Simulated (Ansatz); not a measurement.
# Si2Sn: a single-point run

Aim: a sound single-point run of Si2Sn. The structure is shown as the input types it. The cell is built on a prototype (ordering on diamond) and needn't be the phase found in nature.

Program: Ansatz 0.2.0. Level of theory: density functional or hybrid calculation with the settings of its input, plane waves (as first typed). These are calculated values, not measurements.

## (1) The structure to begin with

The structure is trigonal, space group P-3m1 (No. 164). The conventional cell has a = 4.018 Å, b = 4.018 Å, c = 10.342 Å, α = 90.00°, β = 90.00°, γ = 120.00°. Around Si (site symmetry 3m) lie 3 Si at 2.41 Å and 1 Sn at 2.60 Å. Si (site symmetry 3m) is surrounded by 4 Si at 2.35 to 2.41 Å. Around Sn (site symmetry 3m) lie 1 Si at 2.60 Å and 3 Sn at 2.74 Å.

As a file:

```cif
data_structure
_symmetry_space_group_name_H-M 'P 1'
_symmetry_Int_Tables_number 1
_cell_length_a 4.0184
_cell_length_b 4.0184
_cell_length_c 10.3417
_cell_angle_alpha 90.000
_cell_angle_beta 90.000
_cell_angle_gamma 120.000
_cell_volume 144.62
loop_
_atom_site_label
_atom_site_type_symbol
_atom_site_fract_x
_atom_site_fract_y
_atom_site_fract_z
_atom_site_occupancy
Si1 Si 0.33333 0.66667 0.67859 1
Si2 Si 0.00000 0.00000 0.38622 1
Sn1 Sn 0.66667 0.33333 0.07032 1
Si3 Si 0.00000 0.00000 0.61378 1
Si4 Si 0.66667 0.33333 0.32141 1
Sn2 Sn 0.33333 0.66667 0.92968 1
```

## (2) The run

input.yaml reads:

```yaml
crystal:
  lattice:
    - [4.0183912591, 0.0, 0.0]
    - [-2.0091956296, 3.4800289127, 0.0]
    - [0.0, 0.0, 10.3416757111]
  atoms:
    - { symbol: Si, position: [0.3333333333, 0.6666666667, 0.6785892555] }
    - { symbol: Si, position: [0.0, 0.0, 0.3862205736] }
    - { symbol: Sn, position: [0.6666666667, 0.3333333333, 0.0703173589] }
    - { symbol: Si, position: [0.0, 0.0, 0.6137794264] }
    - { symbol: Si, position: [0.6666666667, 0.3333333333, 0.3214107445] }
    - { symbol: Sn, position: [0.3333333333, 0.6666666667, 0.9296826411] }
kpoints:
  mp_grid: { grid: [0, 4, 4] }
hamiltonian:
  xc: pbe
scf:
  occupations: { method: fermi_dirac, width: 0.02 }
  n_extra_bands: 5
output:
  forces: true
  stress: true
  eigenvalues: true
```

Run with:

```sh
$ ansatz run input.yaml --threads 4 --pin off --max-ram 4608MiB --backend cpu --events-out ev --progress --plain --runs-dir out
```

What happens when this is run?

The run ended at the input check. The line that matters: «invalid value for `kpoints.mp_grid.grid`: each dimension must be in 1..=255»

In the input, kpoints.mp_grid.grid is [0, 4, 4]. No mesh follows from the k-point block as it stands.

Remedy: set kpoints.mp_grid.grid to [6, 6, 2].
